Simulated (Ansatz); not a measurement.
Task: a single point from a YAML input of Cs2CuAuCl6, space group Fm-3m, with the Ansatz DFT code, driven from Python. Give the script and its output. Settings: LDA, PAW, cutoff 476 eV, 4×4×4 k-points, Fermi-Dirac smearing of 0.15 eV.

`input.yaml`
```yaml
crystal:
  lattice:
    - [0.0, 5.090872, 5.090872]
    - [5.090872, 0.0, 5.090872]
    - [5.090872, 5.090872, 0.0]
  atoms:
    - { symbol: Cs, position: [0.75, 0.75, 0.75] }
    - { symbol: Cs, position: [0.25, 0.25, 0.25] }
    - { symbol: Cu, position: [0.5, 0.5, 0.5] }
    - { symbol: Au, position: [0.0, 0.0, 0.0] }
    - { symbol: Cl, position: [0.742826, 0.257174, 0.257174] }
    - { symbol: Cl, position: [0.257174, 0.257174, 0.742826] }
    - { symbol: Cl, position: [0.257174, 0.742826, 0.742826] }
    - { symbol: Cl, position: [0.257174, 0.742826, 0.257174] }
    - { symbol: Cl, position: [0.742826, 0.257174, 0.742826] }
    - { symbol: Cl, position: [0.742826, 0.742826, 0.257174] }
kpoints:
  mp_grid: { kspacing: 0.3 }
hamiltonian:
  xc: lda
scf:
  occupations: { method: fermi_dirac, width: 0.15 }
basis:
  ecutwfc: "35 Ry"
output:
  forces: true
```

`cs2cuaucl6.py`
```python
'''Run a YAML input for Cs2CuAuCl6 from Python.'''

import ansatz as az
import yaml

with open('input.yaml') as handle:
    tree = yaml.safe_load(handle)
print('sections:', list(tree))
planned = az.Session.from_dict(tree).plan(threads=1, pin='off')
res = planned.execute()
summary = res.report

n_atoms = len(summary['lattice']['sites'])
print('F =', round(summary['free_energy_ev'], 4), 'eV for', n_atoms, 'atoms')
print('E(sigma -> 0) =', round(summary['energy_sigma0_ev'], 4), 'eV, TS =', round(summary['entropy_ts_ev'], 5), 'eV')
print('closed by', summary['closed_by'], 'after', summary['n_iterations'], 'iterations')

# forces in eV per angstrom
print('forces (eV/A)')
for site, force in zip(res.lattice.sites, summary['forces_ev_ang']):
    print(f'  {site.symbol:2s} {force[0]:9.4f} {force[1]:9.4f} {force[2]:9.4f}')
```

```console
$ python cs2cuaucl6.py
sections: ['crystal', 'kpoints', 'hamiltonian', 'scf', 'basis', 'output']
F = -36705.5101 eV for 10 atoms
E(sigma -> 0) = -36705.4171 eV, TS = 0.18601 eV
closed by deck_thresholds after 9 iterations
forces (eV/A)
  Cs   -0.0000    0.0000   -0.0000
  Cs    0.0000   -0.0000    0.0000
  Cu    0.0000   -0.0000    0.0000
  Au   -0.0000   -0.0000    0.0000
  Cl   -0.0471    0.0000    0.0000
  Cl    0.0000    0.0000   -0.0471
  Cl    0.0471   -0.0000    0.0000
  Cl   -0.0000   -0.0471   -0.0000
  Cl    0.0000    0.0471    0.0000
  Cl   -0.0000   -0.0000    0.0471
```

Notes:
- Absolute energies stand on the zero of these potentials, so only differences at equal settings mean something. A total without «per atom» is that of the cell as typed.
- The run is spin-unpolarised.
- The mesh is modest for a metal, so energies can be off by several to tens of meV an atom and pressures by half a GPa or more; differences at equal mesh fare better.
- Without a Hubbard U or exact exchange, semilocal functionals often make such 3d compounds metallic or too weakly gapped.
- Spin-orbit coupling, which matters for elements this heavy, is left out.
- This cell is a computed structure, which may not be the phase found in nature.
- Timing: 11 s on 1 thread of Arm Neoverse V1, with other jobs on the host, peak memory 0.62 GiB.

(Lines on the test bed's own set-up are left out of the output.)
